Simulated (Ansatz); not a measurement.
A run of Ansatz 0.2.0 is set up as follows.

File input.yaml:

```yaml
crystal:
  lattice:
    - [0.0, 3.235, 3.1703]
    - [3.235, 0.0, 3.1703]
    - [3.235, 3.235, 0.0]
  atoms:
    - { symbol: Bi, position: [0.0, 0.0, 0.0] }
    - { symbol: Te, position: [0.5, 0.5, 0.5] }
hamiltonian:
  xc: pbe
  pseudopotentials: { kind: paw }
kpoints:
  mp_grid: { grid: [7, 7, 7] }
scf:
  occupations: { method: fermi_dirac, width: 0.05 }
output:
  forces: true
  stress: true
  eigenvalues: true
  write_density: true
  write_potential: true
  elf: true
  volumetric_format: npy
```

Potentials or basis: Ansatz PAW.

Command:

```sh
$ ansatz run input.yaml --threads 2 --pin off --max-ram 5632MiB --backend cpu --events-out ev --progress --plain --runs-dir out
```

(1) Predict the pressure.

(2) Predict the band gap on the k mesh.

Results:

(1) 2.0 GPa.

(2) none (metal or under the smearing width).

Caveat: spin-orbit coupling is left out, which moves the levels of the heavy elements.
